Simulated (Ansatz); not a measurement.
# C2H4FGaO: the cost of one run

Program: Ansatz 0.2.0, Gaussian basis. Level of theory: the settings change from run to run. These are calculated values, not measurements.

### Step 1. The molecule

An earlier PBE0-D4 in a triple-zeta def2 set relaxation fixed the geometry.

9 atoms, charge 0, spin multiplicity 1.

Atoms are counted from 1 here; the program's logs count them from 0.

Bond lengths: F1–C2 1.402 Å, C2–O3 1.387 Å, C2–Ga5 2.027 Å, C2–H6 1.091 Å, O3–C4 1.443 Å, C4–Ga5 2.009 Å, C4–H7 1.094 Å, C4–H8 1.092 Å, Ga5–H9 1.563 Å. Angles: F1–C2–O3 110.2°, F1–C2–Ga5 108.5°, F1–C2–H6 106.0°, O3–C2–Ga5 89.5°, O3–C2–H6 109.6°, Ga5–C2–H6 131.1°, C2–O3–C4 108.5°, O3–C4–Ga5 88.6°, O3–C4–H7 111.1°, O3–C4–H8 109.3°, Ga5–C4–H7 116.5°, Ga5–C4–H8 120.4°, H7–C4–H8 108.9°, C2–Ga5–C4 69.4°, C2–Ga5–H9 146.0°, C4–Ga5–H9 144.5°.

Coordinates:

| atom | x (Å) | y (Å) | z (Å) |
| --- | --- | --- | --- |
| F1 | 1.7341 | -0.2137 | 1.1486 |
| C2 | 0.9983 | 0.5977 | 0.2738 |
| O3 | 0.7361 | -0.0839 | -0.9050 |
| C4 | -0.5362 | -0.7528 | -0.7747 |
| Ga5 | -0.9631 | 0.4637 | 0.7663 |
| H6 | 1.6285 | 1.4638 | 0.0644 |
| H7 | -0.4015 | -1.8126 | -0.5379 |
| H8 | -1.0863 | -0.6681 | -1.7142 |
| H9 | -2.1098 | 1.0058 | 1.6788 |

### Step 2. RPBE/aug-pcseg-2

Options: multiplicity 3, D3(BJ) dispersion.

in.yaml

```yaml
crystal:
  periodic: [false, false, false]
  atoms:
    - {symbol: F, position_ang: [1.734052, -0.213688, 1.148561]}
    - {symbol: C, position_ang: [0.998298, 0.597678, 0.273806]}
    - {symbol: O, position_ang: [0.736113, -0.083894, -0.904989]}
    - {symbol: C, position_ang: [-0.536247, -0.752768, -0.774749]}
    - {symbol: Ga, position_ang: [-0.963082, 0.463712, 0.766266]}
    - {symbol: H, position_ang: [1.628476, 1.463796, 0.064427]}
    - {symbol: H, position_ang: [-0.401507, -1.812556, -0.537931]}
    - {symbol: H, position_ang: [-1.086300, -0.668055, -1.714216]}
    - {symbol: H, position_ang: [-2.109803, 1.005765, 1.678823]}
basis:
  gaussian: {orbitals: aug-pcseg-2}
magnetization: {spin_polarized: true, initial_magnetization: 2}
hamiltonian: {xc: {name: RPBE}, dispersion: d3bj}
```

Launch:

```sh
ansatz run in.yaml --threads 4 --pin off --events-out ev --progress --plain --max-ram 10444MiB
```

**Question.** How long does this run take on 4 threads of Arm Neoverse V1, shared host, and how much memory does it need?

About 24 s, with a peak of 1 GiB.
